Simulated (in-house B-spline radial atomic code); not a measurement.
**Tl²⁺: binding energies from hole states**

Aim: the cost of two holes at once in Tl²⁺, against the sum of the two single holes.

Program: in-house B-spline radial atomic code version 1. Level of theory: Dirac-Coulomb LDA (Slater, VWN5), spherical fractional occupations, Fermi nucleus, basis-set limit. These are calculated values, not measurements, unless marked.

**1. The system**

```
element       : thallium (Z = 81)
charge        : +2
electrons     : 79
configuration : [Xe] 4f14 5d10 6s1
Hamiltonian   : Dirac-Coulomb
nucleus       : Fermi, rms radius 5.476 fm
```

Outer shells as boxes (Hund's rule):

[Xe] 4f14 5d10 6s1
```
[Xe] core
4f [↑↓][↑↓][↑↓][↑↓][↑↓][↑↓][↑↓]
5d [↑↓][↑↓][↑↓][↑↓][↑↓]
6s [↑ ]
```

The boxes only draw the filling; these runs are spin-restricted and spherical.

Settings of the run:

```ini
Z = 81
electrons = 79.0
configuration = [Xe] 4f14 5d10 6s1
hamiltonian = dirac
method = lda,vwn
spin_polarised = False
nucleus = fermi
rms_radius = 5.4759
mass_number = 205
atomic_mass = 204.974427318
speed_of_light = 137.035999084
```

From the earlier run of the reference: total energy -20271.579062 hartree. Levels, eight at most:

```tsv
orbital	occupation	energy (eV)	<r> (bohr)
5s1/2	2	-148.87	0.8771
4f5/2	6	-134.67	0.4645
4f7/2	8	-130.07	0.4711
5p1/2	2	-109.25	0.9403
5p3/2	4	-88.811	1.035
5d3/2	4	-34.793	1.336
5d5/2	6	-32.523	1.386
6s1/2	1	-25.800	2.262
```

Single holes known from earlier runs (ΔSCF): 1s 86014.7 eV, 4d3/2 419.52 eV, 4d5/2 398.40 eV, 5p1/2 118.01 eV, 5p3/2 97.094 eV.

**2. The 4d3/2 and 5p1/2 holes**

In configurations, a minus sign after the shell means j = l − 1/2 and a plus sign j = l + 1/2; the count of electrons follows.

Settings of the run:

```ini
Z = 81
electrons = 77.0
configuration = 1s2 2s2 2p6 3s2 3p6 3d10 4s2 4p6 4d-3 4d+6 4f14 5s2 5p-1 5p+4 5d10 6s1
hamiltonian = dirac
method = lda,vwn
spin_polarised = False
nucleus = fermi
rms_radius = 5.4759
mass_number = 205
atomic_mass = 204.974427318
speed_of_light = 137.035999084
```

**3. The 4d5/2 and 5p3/2 holes**

Settings of the run:

```ini
Z = 81
electrons = 77.0
configuration = 1s2 2s2 2p6 3s2 3p6 3d10 4s2 4p6 4d-4 4d+5 4f14 5s2 5p-2 5p+3 5d10 6s1
hamiltonian = dirac
method = lda,vwn
spin_polarised = False
nucleus = fermi
rms_radius = 5.4759
mass_number = 205
atomic_mass = 204.974427318
speed_of_light = 137.035999084
```

**4. The 1s and 1s holes**

Settings of the run:

```ini
Z = 81
electrons = 77.0
configuration = 2s2 2p6 3s2 3p6 3d10 4s2 4p6 4d10 4f14 5s2 5p6 5d10 6s1
hamiltonian = dirac
method = lda,vwn
spin_polarised = False
nucleus = fermi
rms_radius = 5.4759
mass_number = 205
atomic_mass = 204.974427318
speed_of_light = 137.035999084
```

**Question.** What does each hole state cost in eV, and how does that compare with the orbital energies or single holes?

**Answer**, as computed:

| two holes | ΔSCF (eV) | less the two single holes (eV) |
| --- | --- | --- |
| 4d3/2 and 5p1/2 | 558.00 | 20.47 |
| 4d5/2 and 5p3/2 | 514.81 | 19.32 |
| 1s and 1s | 173258.9 | 1229.53 |

Two holes cost more than the sum of each, because the second electron leaves a more charged ion. The excess runs from 19.3 eV (4d5/2 and 5p3/2) to 1229.5 eV (1s and 1s); it tends to be largest where both holes are compact. Values are for the free ion, measured from the vacuum level.
